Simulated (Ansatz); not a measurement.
# SrHg2: the cost of one run

Computed with Ansatz 0.2.0 (reference: DFT r2SCAN, plane waves, PAW, scalar-relativistic, no spin polarisation, unless a step's input says otherwise).

**1. The structure to begin with**

It takes space group I4_1/amd (No. 141, tetragonal). The conventional cell has a = 5.480 Å, b = 5.480 Å, c = 10.438 Å, α = 90.00°, β = 90.00°, γ = 90.00°. Hg (site symmetry 2mm) has 3 Sr at 2.69 to 2.74 Å as nearest neighbours. Around Sr (site symmetry -4m2) lie 6 Hg at 2.69 to 2.74 Å.

As a file:

```
CELL_PARAMETERS angstrom
0.00000 5.48014 0.00000
5.48014 0.00000 0.00000
2.74007 2.74007 -5.21918
ATOMIC_POSITIONS crystal
Hg 0.25800 0.25800 0.48400
Hg 0.00800 0.50800 0.98400
Hg 0.49200 0.99200 0.01600
Hg 0.74200 0.74200 0.51600
Sr 0.00000 0.00000 0.00000
Sr 0.75000 0.25000 0.50000
```

**2. Reference**

input.yaml

```yaml
crystal:
  lattice:
    - [0.0, 5.480141, 0.0]
    - [5.480141, 0.0, 0.0]
    - [2.740071, 2.740071, -5.219182]
  atoms:
    - { symbol: Hg, position: [0.258, 0.258, 0.484] }
    - { symbol: Hg, position: [0.008, 0.508, 0.984] }
    - { symbol: Hg, position: [0.492, 0.992, 0.016] }
    - { symbol: Hg, position: [0.742, 0.742, 0.516] }
    - { symbol: Sr, position: [0.0, 0.0, 0.0] }
    - { symbol: Sr, position: [0.75, 0.25, 0.5] }
  symmetry: { tolerance: 0.0003 }
kpoints:
  mp_grid: { grid: [4, 4, 4], shift: [0, 0, 0] }
magnetization:
  spin_polarized: false
scf:
  occupations: { method: gaussian, width: 0.0183 }
hamiltonian:
  pseudopotentials: { kind: paw }
  xc: r2scan
basis:
  ecutwfc: 500
output:
  forces: true
  stress: true
  eigenvalues: true
  write_density: true
  write_potential: true
  elf: true
  volumetric_format: npy
```

On the command line:

```bash
> ansatz run input.yaml --threads 1 --pin off --max-ram 2560MiB --backend cpu --events-out ev --progress --plain --runs-dir out
```

What time and memory should one allow on 1 thread of Arm Neoverse V1, shared host?

About 23 s, with a peak of 0.75 GiB.
